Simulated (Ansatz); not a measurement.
# GaH2O (doublet): the correlation ladder, cc-pVTZ

The task here is to estimate one member of a computed series from the others.

The runs use Ansatz 0.2.0, Gaussian basis; cc-pVTZ, core rule «outside noble gas», up to 15 orbitals frozen.

To be run: UHF; CCSD(T) on ROHF; CCSD(T) on UHF; BCCD(T) on ROHF; CCSDT(Q) on ROHF; CCSDT(Q) on UHF.

13 further runs of the same task are left out: 8 for a known fault of the program, 5 set aside as unsound or not needed.

## The geometry

The geometry is a PBE0/def2-TZVP stationary point (not a proven minimum). No spin-orbit coupling is included. The filled d shell of Ga may be among the frozen orbitals whatever the setting's name suggests; the logs give the count.

4 atoms, charge 0, spin multiplicity 2.

Atoms are counted from 1 here; the program's logs count them from 0.

Bond lengths: O1–Ga2 1.795 Å, Ga2–H3 1.556 Å, Ga2–H4 1.556 Å. Angles: O1–Ga2–H3 114.9°, O1–Ga2–H4 114.9°, H3–Ga2–H4 130.2°.

Set-up of the first run:

File in.yaml:

```yaml
crystal:
  periodic: [false, false, false]
  atoms:
    - {symbol: O, position_ang: [0.000000, 0.000000, 1.482333]}
    - {symbol: Ga, position_ang: [0.000000, 0.000000, -0.312174]}
    - {symbol: H, position_ang: [0.000000, -1.411154, -0.967676]}
    - {symbol: H, position_ang: [0.000000, 1.411154, -0.967676]}
basis:
  gaussian: {orbitals: cc-pVTZ}
magnetization: {spin_polarized: true, initial_magnetization: 1}
hamiltonian: {xc: hf}
output: {orbitals: {seedname: orbitals}}
```

Command:

```bash
$ ansatz run in.yaml --threads 1 --pin off --events-out ev --progress --plain --max-ram 4096MiB --backend cpu
```

Among the steps run: UHF; CCSD(T) on ROHF; CCSD(T) on UHF; BCCD(T) on ROHF; CCSDT(Q) on ROHF; CCSDT(Q) on UHF.

One table of the session follows, with a row left open; its other results are not shown here.

```
   method  from UCCSDT(Q) (kcal/mol)
     ROHF                          ?
      UHF                    +192.05
     RMP2                     +22.40
     UMP2                     +22.55
    RCCSD                      +6.38
    UCCSD                      +6.31
 RCCSD(T)                      +0.89
 UCCSD(T)                      +0.88
  BCCD(T)                      +0.86
   RCCSDT                      +0.31
   UCCSDT                      +0.29
RCCSDT(Q)                      +0.08
UCCSDT(Q)                          0
```

Q: Estimate the row for ROHF from the others.

**Answer.** from UCCSDT(Q) (kcal/mol): +195.16. In the column «from UCCSDT(Q) (kcal/mol)» it is the highest.

With the free atoms at the same levels and basis (separate runs), the atomisation energy is 8.881 eV at UCCSDT(Q), 8.866 eV at RCCSD(T), 8.860 eV at UCCSD(T), 6.391 eV at ROHF.

To keep in mind: Restricted and unrestricted rows rest on different reference determinants; where their highest levels disagree by more than a few hundredths of an eV, they describe different states and don't form one ladder.
